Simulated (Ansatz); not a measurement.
**GaHO2 (singlet): from Hartree-Fock to the top rungs at a displaced geometry (v2), cc-pVDZ**

The task here is to estimate one member of a computed series from the others.

Method: cc-pVDZ, core rule «outside noble gas», up to 16 orbitals frozen; program: Ansatz 0.2.0, Gaussian basis.

The runs, in order: UHF; CCSD(T) on RHF; BCCD(T) on RHF; CISD; CCSDT(Q) on RHF.

23 further runs of the same task are left out: 14 that didn't finish, 9 set aside as unsound or not needed.

## What is computed

The geometry is a PBE0/def2-TZVP stationary point (not a proven minimum) with its atoms shifted at random (size 0.100 Å). No spin-orbit coupling is included. The filled d shell of Ga may be among the frozen orbitals whatever the setting's name suggests; the logs give the count.

4 atoms, charge 0, spin multiplicity 1.

Atoms are counted from 1 here; the program's logs count them from 0.

Bond lengths: O1–Ga2 1.640 Å, Ga2–O3 1.759 Å, O3–H4 0.908 Å. Angles: O1–Ga2–O3 170.4°, Ga2–O3–H4 114.9°.

As a file:

```csv
atom,x (Å),y (Å),z (Å)
O1,0.12568,0.01311,1.67198
Ga2,-0.03917,0.01668,0.04013
O3,0.03742,-0.12733,-1.71102
H4,0.12053,0.65923,-2.15642
```

Set-up of the first run:

Input file in.yaml:

```yaml
crystal:
  periodic: [false, false, false]
  atoms:
    - {symbol: O, position_ang: [0.125675, 0.013108, 1.671977]}
    - {symbol: Ga, position_ang: [-0.039169, 0.016681, 0.040133]}
    - {symbol: O, position_ang: [0.037425, -0.127333, -1.711020]}
    - {symbol: H, position_ang: [0.120532, 0.659234, -2.156417]}
basis:
  gaussian: {orbitals: cc-pVDZ}
magnetization: {spin_polarized: true, initial_magnetization: 0}
hamiltonian: {xc: hf}
output: {orbitals: {seedname: orbitals}}
```

Started as:

```
$ ansatz run in.yaml --threads 1 --pin off --events-out ev --progress --plain --max-ram 2393MiB
```

Among the steps run: UHF; CCSD(T) on RHF; BCCD(T) on RHF; CISD; CCSDT(Q) on RHF.

One of the session's tables, all rows but one given; the rest of the session is left out.

```
   method  from RCCSDT(Q) (meV)
      RHF              +12853.1
     RMP2                +430.0
    RCCSD                +533.5
 RCCSD(T)                 +97.3
  BCCD(T)                     ?
   RCCSDT                 +76.7
RCCSDT(Q)                     0
```

Estimate the missing values for BCCD(T).

The run gave: from RCCSDT(Q) (meV): +85.3. In the column «from RCCSDT(Q) (meV)» it lies between RCCSDT (+76.7) and RCCSD(T) (+97.3).

Not comparable, so not listed: CISD (they don't share determinant, frozen orbitals or solution with the rows shown, or repeat one).
